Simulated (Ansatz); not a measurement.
# SiAsH3F+ (SMILES F[SiH+][AsH2]): functionals against CCSD(T) at one geometry

Aim: energy, forces and dipole at a structure displaced at random from a GFN2-xTB minimum, from CCSD(T) and from density functionals.

The runs use Ansatz 0.2.0, Gaussian basis; single points in def2-TZVPP.

Cores are frozen in the correlated methods. Filled d shells of the heavier atoms are correlated.

## 1. The starting structure

SMILES `F[SiH+][AsH2]`, 6 atoms, charge 1, spin multiplicity 1.

Atoms are counted from 1 here; the program's logs count them from 0.

Bond lengths: F1–Si2 1.546 Å, Si2–As3 2.368 Å, Si2–H4 1.443 Å, As3–H5 1.511 Å, As3–H6 1.492 Å. Angles: F1–Si2–As3 112.0°, F1–Si2–H4 104.3°, As3–Si2–H4 143.2°, Si2–As3–H5 90.8°, Si2–As3–H6 88.9°, H5–As3–H6 88.2°.

As a file:

```xyz
6
AsFH3Si
F    -1.5171   -1.1121    0.7772
Si   -0.1540   -0.8885    0.0832
As    0.7176    1.2700    0.5181
H     0.1774   -2.1776   -0.4729
H    -0.4915    1.9106   -0.1230
H     1.3621    1.2500   -0.8276
```

## 2. CCSD(T)/def2-TZVPP

run/in.yaml

```yaml
crystal:
  periodic: [false, false, false]
  atoms:
    - {symbol: F, position_ang: [-1.517100, -1.112100, 0.777200]}
    - {symbol: Si, position_ang: [-0.154000, -0.888500, 0.083200]}
    - {symbol: As, position_ang: [0.717600, 1.270000, 0.518100]}
    - {symbol: H, position_ang: [0.177400, -2.177600, -0.472900]}
    - {symbol: H, position_ang: [-0.491500, 1.910600, -0.123000]}
    - {symbol: H, position_ang: [1.362100, 1.250000, -0.827600]}
basis:
  gaussian: {orbitals: def2-TZVPP}
total_charge: 1
correlation: {method: ccsd_t}
output: {forces: true}
```

No record of the launch command was kept for these runs.

## 3. PBE0-D4/def2-TZVPP

Changes to run/in.yaml since step 2:

```diff
@@ -12,3 +12,3 @@
 total_charge: 1
-correlation: {method: ccsd_t}
-output: {forces: true}
+hamiltonian: {xc: pbe0, dispersion: d4}
+output: {forces: true, orbitals: {seedname: orbitals}}
```

## 4. wB97M-V/def2-TZVPP

Changes to run/in.yaml since step 3:

```diff
@@ -12,3 +12,3 @@
 total_charge: 1
-hamiltonian: {xc: pbe0, dispersion: d4}
-output: {forces: true, orbitals: {seedname: orbitals}}
+hamiltonian: {xc: {name: wB97M-V}}
+output: {forces: true}
```

## 5. r2SCAN-D4/def2-TZVPP

Changes to run/in.yaml since step 4:

```diff
@@ -12,3 +12,3 @@
 total_charge: 1
-hamiltonian: {xc: {name: wB97M-V}}
+hamiltonian: {xc: r2scan, dispersion: d4}
 output: {forces: true}
```

## 6. PBE-D4/def2-TZVPP

Changes to run/in.yaml since step 5:

```diff
@@ -12,3 +12,3 @@
 total_charge: 1
-hamiltonian: {xc: r2scan, dispersion: d4}
+hamiltonian: {xc: pbe, dispersion: d4}
 output: {forces: true}
```

## 7. B97M-V/def2-TZVPP

Changes to run/in.yaml since step 6:

```diff
@@ -12,3 +12,3 @@
 total_charge: 1
-hamiltonian: {xc: pbe, dispersion: d4}
+hamiltonian: {xc: {name: B97M-V}}
 output: {forces: true}
```

## 8. HSE06-D4/def2-TZVPP

Changes to run/in.yaml since step 7:

```diff
@@ -12,3 +12,3 @@
 total_charge: 1
-hamiltonian: {xc: {name: B97M-V}}
+hamiltonian: {xc: hse06, dispersion: d4}
 output: {forces: true}
```

(Steps that only read results are left out.)

**Question.** What will these runs give? Wanted: energy less free atoms, CCSD(T)/def2-TZVPP; RMS force component; RMS force error; HOMO and LUMO, PBE0-D4; T1 diagnostic.

**Answer**, as computed:

| quantity | value |
| --- | --- |
| energy less free atoms, CCSD(T)/def2-TZVPP | -898.6 kJ/mol |
| RMS force component | 0.381 to 0.600 eV/Å over the methods |
| RMS force error | PBE0-D4 0.084, wB97M-V 0.056, r2SCAN-D4 0.080, PBE-D4 0.310, B97M-V 0.093, HSE06-D4 0.085 eV/Å |
| HOMO and LUMO, PBE0-D4 | -14.15 and -8.69 eV |
| T1 diagnostic | 0.014 |

**Reading.** Against CCSD(T) the functionals' energies less atoms differ by -72.8 to -21.7 kJ/mol, PBE-D4 by -67.3 kJ/mol. A larger basis would deepen the CCSD(T) value, while the functionals are nearly converged already, so the order here is not reliable. For forces wB97M-V does best and PBE-D4 worst.
